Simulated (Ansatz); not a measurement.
**Sb: response to strain**

Sb is deformed so: equal xy, yz and zx engineering shear strains of +2 %. What stress and forces result, by LAPW, PAW and all-electron datasets made for the crystal?

Program: Ansatz 0.2.0. Level of theory: DFT PBEsol, scalar-relativistic. These are calculated values, not measurements.

## 1. The structure to begin with

It takes space group Pm-3m (No. 221, cubic). Conventional cell: a = 3.160 Å, b = 3.160 Å, c = 3.160 Å, α = 90.00°, β = 90.00°, γ = 90.00°. Sb (site symmetry m-3m) has 6 Sb at 3.16 Å as nearest neighbours.

Structure file:

```
Sb
1.0
     3.16000    0.00000    0.00000
     0.00000    3.16000    0.00000
     0.00000    0.00000    3.16000
Sb
1
Cartesian
  0.0000 0.0000 0.0000
```

## 2. After the deformation

Space group Pm-3m before, R-3m after.

## 3. All-electron LAPW

input.yaml reads:

```yaml
crystal:
  lattice:
    - [3.16, 0.0316, 0.0316]
    - [0.0316, 3.16, 0.0316]
    - [0.0316, 0.0316, 3.16]
  atoms:
    - { symbol: Sb, position: [0.0, 0.0, 0.0] }
kpoints:
  mp_grid: { grid: [13, 13, 13] }
  band_path:
    path:
      - [0.0, 0.0, 0.0]
      - [0.5, 0.5, 0.5]
      - [0.5193194925, 0.4806805075, 0.5]
      - [0.5, -0.4806805075, 0.4806805075]
      - [0.5, 0.0, 0.0]
      - [0.0, 0.0, 0.0]
      - [0.4903402537, -0.4903402537, 0.0]
      - [0.5096597463, 0.0, 0.4903402537]
      - [0.5, 0.0, 0.5]
    npoints: 5
scf:
  occupations: { method: fermi_dirac, width: 0.05 }
hamiltonian:
  xc: pbesol
  pseudopotentials: { kind: all_electron, lapw: { basis_error: 0.001 } }
output:
  forces: true
  stress: true
  eigenvalues: true
```

Command:

```console
> ansatz run input.yaml --threads 1 --pin off --max-ram 3072MiB --backend cpu --events-out ev --progress --plain --runs-dir out
```

## 4. PAW on the default files

input.yaml reads:

```yaml
crystal:
  lattice:
    - [3.16, 0.0316, 0.0316]
    - [0.0316, 3.16, 0.0316]
    - [0.0316, 0.0316, 3.16]
  atoms:
    - { symbol: Sb, position: [0.0, 0.0, 0.0] }
kpoints:
  mp_grid: { grid: [13, 13, 13] }
scf:
  occupations: { method: fermi_dirac, width: 0.05 }
hamiltonian:
  xc: pbesol
  pseudopotentials: { kind: paw }
output:
  forces: true
  stress: true
  eigenvalues: true
  efg: { contact_densities: true }
  write_density: true
  write_potential: true
  elf: true
  volumetric_format: npy
```

## 5. All-electron PAW on datasets made for the crystal

Edit input.yaml of step 4 so:

```diff
@@ -13,3 +13,3 @@
   xc: pbesol
-  pseudopotentials: { kind: paw }
+  pseudopotentials: { kind: all_electron, datasets: crystal }
 output:
@@ -19,5 +19 @@
   efg: { contact_densities: true }
-  write_density: true
-  write_potential: true
-  elf: true
-  volumetric_format: npy
```

(Steps that only read results are left out.)

Before running it: what results should come out? Wanted: pressure; largest shear or deviatoric stress.

As calculated:

```
                                 quantity                                              value
                                 pressure  LAPW -4.89, PAW -4.91, crystal datasets -4.90 GPa
largest shear or deviatoric stress (LAPW)                                           0.34 GPa
```

In words: The largest part of the stress beyond the pressure is 0.34 GPa in size. No run of the undeformed cell stands beside it, so the pressure holds what the given cell had before the change. PAW: stress within 0.01 GPa of LAPW. Crystal datasets: stress within 0.01 GPa of LAPW. Spin-orbit coupling is left out, though the cell holds Sb; in elements this heavy it can shift bands and gaps by tenths of an eV.
